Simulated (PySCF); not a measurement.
# CH5BO3: geometry, spin-spin couplings

Wanted: the spin-spin couplings of CH5BO3 (`OCB(O)O`), by calculation.

Programs: PySCF 2.14.0, with density-fitted response routines of our own. Each step states its level of theory. These are calculated values for one molecule in the gas phase, unless marked as measured. Atoms count from 0, in the outputs and in this text.

## 1. Starting geometry

10 atoms, charge 0, multiplicity 1; geometry from: GFN2-xTB.

Bonds of the start (Å): O0–C1 1.43, C1–B2 1.62, B2–O3 1.35, B2–O4 1.35, O0–H5 0.96, C1–H6 1.09, C1–H7 1.10, O3–H8 0.96, O4–H9 0.96.

## 2. Geometry optimisation at PBE0-D3(BJ)/def2-SVP

The job: settings as JSON, then the geometry in Å.

```
{"job": {"xc": "PBE0", "basis": "def2-SVP", "d3": "d3bj", "grid": 1, "kind": "geom"}, "charge": 0, "multiplicity": 1}
O     -0.826434    -1.505936     0.345815
C     -0.746990    -0.241189    -0.323385
B      0.669815     0.492908    -0.038342
O      0.886338     1.805025    -0.263882
O      1.685677    -0.233456     0.464615
H     -0.820732    -1.344316     1.294807
H     -0.850652    -0.482756    -1.385146
H     -1.618440     0.373858    -0.055552
H      0.155143     2.306899    -0.618436
H      1.475159    -1.166383     0.556979
```

**Question.** This job is followed by: B3LYP/6-31G* indirect spin-spin coupling, non-relativistic, gas phase. What will the session give for the following? point group; rotational constants (main isotopes); largest coupling of the table (B3LYP/6-31G*).

As calculated:

| quantity | value |
| --- | --- |
| point group | C1 |
| rotational constants (main isotopes) | 9.26, 3.66, 2.71 GHz |
| largest coupling of the table (B3LYP/6-31G*) | 1J(C,H) C1–H6, 141.9 Hz |

**Reading.** The optimisation took 5 steps and gained 0.058 eV; among the close pairs (by a distance rule), C1–B2 changed most, from 1.621 to 1.597 Å. No frequency check was run at this level, so the end point may be a saddle. In the run at B3LYP/6-31G*, the largest coupling of the table is C1–H6 (mean over like pairs), 141.9 Hz, of which the Fermi-contact term gives 140.6 Hz. Couplings across rotatable bonds belong to this one conformer; where others are populated, the observed values are averages. Couplings from bases without tight functions are rough.
